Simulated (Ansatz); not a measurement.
What does this script print? It uses Ansatz 0.2.0, Python API.

Script `convert_insb3.py`:
```python
from pathlib import Path

import ansatz as az
from ase import Atoms


def main() -> None:
    atoms = Atoms(
        ["In", "Sb", "Sb", "Sb"],
        scaled_positions=[
            (0.0, 0.0, 0.0),
            (0.25, 0.25, 0.25),
            (0.75, 0.75, 0.75),
            (0.5, 0.5, 0.5),
        ],
        cell=[
            (0.0, 3.794555, 3.794555),
            (3.794555, 0.0, 3.794555),
            (3.794555, 3.794555, 0.0),
        ],
        pbc=True,
    )
    insb3 = az.Crystal.from_ase(atoms)

    setup = (
        insb3.calculation()
        .occupations("fixed")
        .functional("pbe")
        .kpoints(density=2.5)
        .basis(550)
        .pseudopotentials("paw")
        .phonons("dfpt", mesh=2)
    )
    Path("written.yaml").write_text(setup.to_yaml())
    back = az.Calculation.from_yaml("written.yaml")
    print(back.to_python())
    print("same input:", back.to_yaml() == setup.to_yaml())


if __name__ == "__main__":
    main()
```

```console
$ python convert_insb3.py
(
    az.Lattice.of(((0.0, 3.794555, 3.794555), (3.794555, 0.0, 3.794555), (3.794555, 3.794555, 0.0)))
    .atom("In", (0.0, 0.0, 0.0))
    .atom("Sb", (0.25, 0.25, 0.25))
    .atom("Sb", (0.7500000000000001, 0.7500000000000001, 0.7500000000000001))
    .atom("Sb", (0.5, 0.5, 0.5))
    .calculation()
    .basis(cutoff=550.0)
    .kpoints(spacing=0.4)
    .functional("pbe")
    .pseudopotentials(kind="paw")
    .occupations(method="fixed")
    .phonons(method="dfpt", mesh=(2, 2, 2))
)

same input: True
```

File `written.yaml` afterwards:
```yaml
crystal:
  lattice:
    - [0.0, 3.794555, 3.794555]
    - [3.794555, 0.0, 3.794555]
    - [3.794555, 3.794555, 0.0]
  atoms:
    - { symbol: In, position: [0.0, 0.0, 0.0] }
    - { symbol: Sb, position: [0.25, 0.25, 0.25] }
    - { symbol: Sb, position: [0.7500000000000001, 0.7500000000000001, 0.7500000000000001] }
    - { symbol: Sb, position: [0.5, 0.5, 0.5] }
basis:
  ecutwfc: 550.0
kpoints:
  mp_grid:
    kspacing: 0.4
hamiltonian:
  xc: pbe
  pseudopotentials:
    kind: paw
scf:
  occupations:
    method: fixed
phonons:
  method: dfpt
  qmesh: [2, 2, 2]
```

The input is only written out: it wasn't run, and its settings aren't tested. The structure comes from a database and needn't be a stable phase.
